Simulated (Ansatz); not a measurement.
# AlGaH+ (quintet): wave-function methods side by side, cc-pVTZ

An exercise on one series of results from a longer session: the logs are not shown, and one member is left open.

Method: cc-pVTZ, core rule «outside noble gas», up to 19 orbitals frozen; program: Ansatz 0.2.0, Gaussian basis.

The runs, in order: UHF; CCSD(T) on ROHF; CCSD(T) on UHF; BCCD(T) on ROHF; CCSDT(Q) on ROHF; CCSDT(Q) on UHF; CASSCF and MRCISD+Q, 6 electrons in 9 orbitals; CASSCF and NEVPT2, 6 electrons in 9 orbitals.

23 further runs of the same task are left out: 2 for a known fault of the program, 7 that didn't finish, 14 set aside as unsound or not needed.

### The system

The geometry is a PBE0/def2-TZVP stationary point (not a proven minimum) of the parent state, kept for this charge and spin. No spin-orbit coupling is included. The filled d shell of Ga may be among the frozen orbitals whatever the setting's name suggests; the logs give the count.

3 atoms, charge 1, spin multiplicity 5.

Atoms are counted from 1 here; the program's logs count them from 0.

Bond lengths: Al1–Ga2 2.308 Å, Ga2–H3 1.559 Å. Angles: Al1–Ga2–H3 180.0°.

Coordinates:

```xyz
3
AlGaH
Al    0.0000    0.0000    2.0585
Ga    0.0000    0.0000   -0.2499
H     0.0000    0.0000   -1.8086
```

The first run:

Input file in.yaml:

```yaml
crystal:
  periodic: [false, false, false]
  atoms:
    - {symbol: Al, position_ang: [0.000000, 0.000000, 2.058500]}
    - {symbol: Ga, position_ang: [0.000000, 0.000000, -0.249900]}
    - {symbol: H, position_ang: [0.000000, 0.000000, -1.808600]}
basis:
  gaussian: {orbitals: cc-pVTZ}
total_charge: 1
magnetization: {spin_polarized: true, initial_magnetization: 4}
hamiltonian: {xc: hf}
output: {orbitals: {seedname: orbitals}}
```

On the command line:

```console
$ ansatz run in.yaml --threads 1 --pin off --events-out ev --progress --plain --max-ram 2393MiB
```

Steps of the session up to this table: UHF; CCSD(T) on ROHF; CCSD(T) on UHF; BCCD(T) on ROHF; CCSDT(Q) on ROHF; CCSDT(Q) on UHF; CASSCF and MRCISD+Q, 6 electrons in 9 orbitals; CASSCF and NEVPT2, 6 electrons in 9 orbitals.

One table of the session follows, with a row left open; its other results are not shown here.

| method | from UCCSDT(Q) (meV) |
| --- | --- |
| ROHF | +2403.8 |
| UHF | +2328.8 |
| RMP2 | +779.0 |
| UMP2 | +730.4 |
| RCCSD | +161.2 |
| UCCSD | ? |
| RCCSD(T) | +63.9 |
| UCCSD(T) | +43.7 |
| BCCD(T) | +58.6 |
| RCCSDT | +22.7 |
| UCCSDT | +4.9 |
| RCCSDT(Q) | +18.1 |
| UCCSDT(Q) | 0 |
| CASSCF valence | +1384.0 |
| NEVPT2 valence | +400.2 |
| MRCISD valence | +84.6 |
| MRCISD+Q valence | +31.7 |

Q: Estimate the row for UCCSD from the others.

The run gave: from UCCSDT(Q) (meV): +137.1. In the column «from UCCSDT(Q) (meV)» it lies between MRCISD valence (+84.6) and RCCSD (+161.2).

To keep in mind: Restricted and unrestricted rows rest on different reference determinants; where their highest levels disagree by more than a few hundredths of an eV, they describe different states and don't form one ladder.
